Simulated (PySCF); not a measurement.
# Ni⁺: dipole response in def2-QZVPPD

How polarisable is Ni⁺ at the levels listed below?

Program: PySCF 2.14.0. Level of theory: unrestricted determinants in a Gaussian basis, no spin-orbit coupling in the energies. These are calculated values, not measurements, unless marked.

**1. The system**

```
Element     : nickel (Z = 28)
Basis       : def2-QZVPPD (11s6p5d4f2g, 100 functions)
Hamiltonian : no relativity, point nucleus
State 1     : Ni⁺: [Ar] 3d8 4s1, high-spin 4F determinant (an excited configuration)
Methods     : B3LYP
```

The outer shells:

Ni+ [Ar] 3d8 4s1
```
[Ar] core
3d [↑↓][↑↓][↑↓][↑ ][↑ ]
4s [↑ ]
```

One driver process ran all states and methods and kept the integrals in memory. Each run is shown as a PySCF script that sums up its settings (the driver passes frozen orbitals as a list and adds second-order terms of double hybrids); the logs are those of the runs themselves. The driver starts from symmetry-adapted Hartree-Fock orbitals, holds the occupation by maximum overlap and uses a logarithmic radial grid for functionals, so a plain start would take other cycles.

The integrals over 100 functions and the set-up took 2.3 s of CPU time.

**2. Ni⁺ [Ar] 3d8 4s1, at B3LYP**

#### B3LYP

The input, input.py:

```python
from pyscf import gto, scf, dft, mp, cc
import basis_set_exchange as bse
mol = gto.M(atom="Ni 0 0 0", charge=1, spin=3, symmetry="D2h",
            basis=gto.basis.parse(bse.get_basis("def2-QZVPPD", elements=["Ni"], fmt="nwchem")))
mf = dft.UKS(mol, xc="B3LYP")
mf.irrep_nelec = {'Ag': (6, 3), 'B1g': (1, 1), 'B2g': (1, 1), 'B3g': (1, 1), 'B1u': (2, 2), 'B2u': (2, 2), 'B3u': (2, 2)}
mf.kernel()
```

Output:

```text
damping factor = 0
level_shift factor = 0
DIIS = <class 'pyscf.scf.diis.CDIIS'>
diis_start_cycle = 1
diis_space = 10
diis_damp = 0
SCF conv_tol = 1e-09
SCF conv_tol_grad = None
number electrons alpha = 15  beta = 12
XC functionals = B3LYP
    P. J. Stephens, F. J. Devlin, C. F. Chabalowski, and M. J. Frisch.,  J. Phys. Chem. 98, 11623 (1994)
cycle= 1 E= -1508.02501636599  delta_E= -0.0133  |g|= 0.142  |ddm|= 0.235
cycle= 2 E= -1508.01978959031  delta_E= 0.00523  |g|= 0.236  |ddm|= 0.159
cycle= 3 E= -1508.02848587702  delta_E= -0.0087  |g|= 0.00501  |ddm|= 0.0732
cycle= 4 E= -1508.02849161271  delta_E= -5.74e-06  |g|= 0.00104  |ddm|= 0.00238
cycle= 5 E= -1508.02849181645  delta_E= -2.04e-07  |g|= 4.78e-05  |ddm|= 0.000926
cycle= 6 E= -1508.02849181741  delta_E= -9.65e-10  |g|= 6.5e-06  |ddm|= 4.86e-05
converged SCF energy = -1508.02849181741  <S^2> = 3.7505933  2S+1 = 4.0002966
```

CPU time 91 s on a shared host, the integrals not counted.

Orbital energies by shell (radii are means over both spins):

```
shell  electrons  mean orbital energy (eV)  spread (eV)  rms radius (bohr)
 1s α          1                   -8172.3            0             0.0635
 1s β          1                   -8172.2            0             0.0635
 2s α          1                   -986.89            0              0.269
 2s β          1                   -985.53            0              0.269
 2p α          3                   -862.27            0              0.240
 2p β          3                   -861.16            0              0.240
 3s α          1                   -123.39            0              0.806
 3s β          1                   -120.38            0              0.806
 3p α          3                   -84.929            0              0.852
 3p β          3                   -81.781            0              0.852
 3d α          5                   -21.273        1.186               1.12
 3d β          3                   -19.423            0               1.12
 4s α          1                   -14.262            0               2.74
```

⟨S²⟩ = 3.751, ⟨L²⟩ = 12.01.

The driver then solved the coupled dipole response at imaginary frequencies: mean α = 21.27 bohr³, C₆ = 96.10 au for a like pair.

Radial density 4πr²ρ of Ni⁺ at B3LYP:

```
r (bohr)  density  spin density
0.000960    0.164         0.000
 0.00162    0.447         0.000
 0.00272     1.19         0.001
 0.00457     3.04         0.001
 0.00769     7.21         0.003
  0.0129     15.2         0.006
  0.0217     26.5         0.010
  0.0366     33.6         0.010
  0.0615     29.2         0.004
   0.103     28.6         0.034
   0.174     38.2         0.202
   0.293     22.6         0.794
   0.493     18.0         1.958
   0.828     16.9         1.805
    1.39     4.44         0.878
    2.34    0.951         0.567
    3.94    0.134         0.119
    6.63  0.00231         0.002
```

**3. The response side by side**

Ni⁺ [Ar] 3d8 4s1, in atomic units:

```
method  mean α  C₆ (like pair)  S(−4)
 B3LYP   21.27           96.10  378.4
```

α(iu) at B3LYP:

```csv
u (hartree),α(iu) (bohr³)
0,21.27
0.0500,20.37
0.100,18.15
0.200,13.04
0.300,9.361
0.500,5.593
0.750,3.620
1.00,2.654
1.50,1.704
2.00,1.231
3.00,0.7536
5.00,0.3761
```

**4. Outcome**

| quantity | value |
| --- | --- |
| α of Ni⁺ [Ar] 3d8 4s1 | 21.27 (B3LYP) bohr³ |

A single London oscillator with the computed α and C₆ of Ni⁺ [Ar] 3d8 4s1 at B3LYP would have ω = 4 C₆ / (3 α²) = 0.283 hartree. The basis is finite, and no extrapolation was made.
